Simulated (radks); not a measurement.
**Valence configurations of Mn⁺**

Aim: which of several valence configurations of Mn⁺ lies lowest at this level, and whether it is the one NIST lists ([Ar] 3d5 4s1).

Program: radks (a radial shooting solver on a logarithmic mesh, Libxc functionals) version 1. Level of theory: scalar-relativistic Kohn-Sham, BLYP, spin-unpolarised, spherical densities, finite nucleus. These are calculated values, not measurements, unless marked.

## Step 1: What is computed

```
element            : manganese (Z = 25)
charge             : +1
electrons          : 24
configuration      : [Ar] 3d5 4s1
nuclear rms radius : 3.7057 fm
others tried       : 3d4 4s2; 3d4.5 4s1 4p0.5; 3d5.5 4s0.5; 3d4 4s1 4p1; 3d5 4p1; 3d3 4s1 4p2; 3d3 4s2 4p1; 3d3.5 4s1.5 4p1; 3d6
```

The outer shells:

Mn⁺
```
[Ar] core
3d [↑ ][↑ ][↑ ][↑ ][↑ ]
4s [↑ ]
```

## Step 2: [Ar] 3d5 4s1

Input:

```text
Z 25
configuration [Ar] 3d5 4s1
relativity scalar-relativistic
functional b88,lyp
spin unpolarised
nucleus finite rms 3.7057 fm
c 137.035999084
```

## Step 3: [Ar] 3d4 4s2

Changes since step 2:

```diff
@@ -1,3 +1,3 @@
 Z 25
-configuration [Ar] 3d5 4s1
+configuration [Ar] 3d4 4s2
 relativity scalar-relativistic
```

## Step 4: [Ar] 3d4.5 4s1 4p0.5

Changes since step 3:

```diff
@@ -1,3 +1,3 @@
 Z 25
-configuration [Ar] 3d4 4s2
+configuration [Ar] 3d4.5 4s1 4p0.5
 relativity scalar-relativistic
```

## Step 5: [Ar] 3d5.5 4s0.5

Input:

```text
Z 25
configuration [Ar] 3d5.5 4s0.5
relativity scalar-relativistic
functional b88,lyp
spin unpolarised
nucleus finite rms 3.7057 fm
c 137.035999084
```

## Step 6: [Ar] 3d4 4s1 4p1

Changes since step 5:

```diff
@@ -1,3 +1,3 @@
 Z 25
-configuration [Ar] 3d5.5 4s0.5
+configuration [Ar] 3d4 4s1 4p1
 relativity scalar-relativistic
```

## Step 7: [Ar] 3d5 4p1

Changes since step 6:

```diff
@@ -1,3 +1,3 @@
 Z 25
-configuration [Ar] 3d4 4s1 4p1
+configuration [Ar] 3d5 4p1
 relativity scalar-relativistic
```

## Step 8: [Ar] 3d3 4s1 4p2

Changes since step 7:

```diff
@@ -1,3 +1,3 @@
 Z 25
-configuration [Ar] 3d5 4p1
+configuration [Ar] 3d3 4s1 4p2
 relativity scalar-relativistic
```

## Step 9: [Ar] 3d3 4s2 4p1

Changes since step 8:

```diff
@@ -1,3 +1,3 @@
 Z 25
-configuration [Ar] 3d3 4s1 4p2
+configuration [Ar] 3d3 4s2 4p1
 relativity scalar-relativistic
```

## Step 10: [Ar] 3d3.5 4s1.5 4p1

Input:

```text
Z 25
configuration [Ar] 3d3.5 4s1.5 4p1
relativity scalar-relativistic
functional b88,lyp
spin unpolarised
nucleus finite rms 3.7057 fm
c 137.035999084
```

## Step 11: [Ar] 3d6

Input:

```text
Z 25
configuration [Ar] 3d6
relativity scalar-relativistic
functional b88,lyp
spin unpolarised
nucleus finite rms 3.7057 fm
c 137.035999084
```

**Question.** What will these runs give? Wanted: for each run, valence; E − E(NIST configuration); highest level; its energy; 1s shift.

**Answer**, as computed:

```tsv
valence	E − E(NIST configuration) (eV)	highest level	its energy (eV)	1s shift (eV)
3d6	-1.471	3d	-10.755	+4.97
3d5.5 4s0.5	-1.074	4s	-11.224	+2.68
3d5 4s1	0.000	4s	-11.948	+0.00
3d4.5 4s1 4p0.5	4.374	4p	-8.091	-3.78
3d4 4s2	4.681	4s	-13.510	-6.49
3d5 4p1	4.775	4p	-7.921	-1.40
3d4 4s1 4p1	9.978	4p	-8.908	-7.89
3d3.5 4s1.5 4p1	14.094	4p	-9.426	-11.64
3d3 4s2 4p1	19.360	4p	-9.956	-15.70
3d3 4s1 4p2	25.336	4p	-10.493	-16.98
```

**Reading.** This level puts 3d6 lowest, 1.471 eV under the NIST configuration. The energies are those of spherical spin-averaged densities, not of single terms. The 1s eigenvalue shifts by up to 16.98 eV as the valence charge is rearranged.
